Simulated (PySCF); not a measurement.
# SnN: bond curves at several levels of theory

The task here is to estimate one member of a computed series from the others.

Program: PySCF 2.14.0. Level of theory: Sn def2-SVPD with ECP28, N def2-SVPD, scalar-relativistic core potentials. These are calculated values, not measurements.

Set-up of the first run:

A driver script around PySCF takes these settings:

```
atoms                         : Sn, N
charge                        : 0
basis                         : Sn def2-SVPD with ECP28, N def2-SVPD
Hamiltonian                   : scalar-relativistic core potentials
basis functions               : 52
electrons treated             : 29
masses in u                   : 119.9022, 14.0031
levels                        : PBE0, PBE, r²SCAN, PW91, B97-3, r²SCANh, HF, MP2, SCS-MP2, CCSD, CCSD(T)
grid                          : 80 radial by 434 angular points
occupations                   : held fixed by the projection of orbital angular momentum
dissociation limit            : Sn + N, each in its ground configuration
starting distance in angstrom : 2.005
values of 2S to try           : 1, 3, 5
```

Run with:

```bash
$ OMP_NUM_THREADS=1 python dia.py task.json out
```

Steps of the session up to this table: The job; PBE0 along the bond; Higher solutions at PBE0; PBE (GGA); r²SCAN (meta-GGA); PW91 (GGA); B97-3; r²SCANh (hybrid meta-GGA); ROHF (mean field); Correlated methods on the Hartree–Fock reference.

One of the session's tables, all rows but one given; the rest of the session is left out.

It belongs to the step «The curves together». Energy (eV) from each level's lowest point:

```
R (Å)   ROHF  ROHF-MP2  ROHF-SCS-MP2  ROHF-CCSD  ROHF-CCSD(T)
1.709  0.995     1.398         1.392        n/a           n/a
1.788  0.344     0.635         0.631      0.595         0.680
1.868  0.050     0.211         0.209      0.187         0.240
1.927  0.000     0.055         0.054      0.043         0.070
1.987  0.059     0.000         0.000      0.000         0.000
2.047      ?         ?             ?          ?             ?
2.126  0.480     0.134         0.134      0.159         0.093
2.225  0.929     0.356         0.356      0.395         0.284
2.345  1.550     0.683         0.683      0.719         0.568
2.504  2.431     1.190         1.162        n/a           n/a
```

Estimate the missing values for R (Å) = 2.047.

Worked estimate for «ROHF». A straight line through the neighbours (1.987, 0.059) and (2.126, 0.480) gives 0.059 + (0.480 − 0.059) × (2.047 − 1.987) / (2.126 − 1.987) = 0.241; a parabola fitted to 4 rows on both sides gives 0.208.

The run gave: ROHF: 0.199; ROHF-MP2: 0.021; ROHF-SCS-MP2: 0.022; ROHF-CCSD: 0.033; ROHF-CCSD(T): 0.005. In «ROHF» the line misses by +0.042 and the parabola by +0.009.
